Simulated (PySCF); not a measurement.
# CH7S2Si (H2Si ... H2S ... CH3S): the cost of one run

Computed with PySCF 2.14.0 and routines of our own; the level stands in each step. Atoms count from 0.

### 1 The starting structure

11 atoms, charge 0, high-spin multiplicity 4; geometry from: GFN2-xTB fragments, placed rigidly.

The system (radical pair across a spacer): H2Si···H2S···CH3S. The radical centres are 7.33 Å apart, face to face; the spin sites are atoms 0, 1, 2 (2 unpaired) and atoms 3, 4, 5, 6, 7 (1 unpaired).

### 2 Magnetic exchange: CASSCF and SC-NEVPT2/def2-SVP (3,3)

Job settings and geometry (Å):

```
{"job": {"kind": "cas", "basis": "def2-SVP", "active": "magnetic", "zfs": false}, "charge": 0, "high_spin_multiplicity": 4, "spin_sites": [[[0, 1, 2], 2], [[3, 4, 5, 6, 7], 1]]}
Si    -0.747900     0.124400    -4.338800
H      0.522900    -0.559700    -4.338800
H     -2.018600    -0.559700    -4.338800
S     -0.747900     0.124400     2.986200
C      1.044400     0.124400     2.986300
H      1.396800    -0.622700     3.692900
H      1.396900     1.110000     3.279800
H      1.397000    -0.114200     1.986100
S     -0.747900    -0.488000    -0.638100
H     -0.747900     0.430500    -1.595700
H     -0.747900     0.430600     0.319100
```

Level: CASSCF and SC-NEVPT2/def2-SVP spin states, gas phase.

Command:

```console
$ OMP_NUM_THREADS=1 python exch_run.py task.json out
```

This one command runs all jobs of the session in turn.

Q: Estimate the wall time and peak memory of this first job on 1 thread of Intel Xeon 6975P-C, shared host.

About 4.1 s, with a peak of 0.28 GiB.
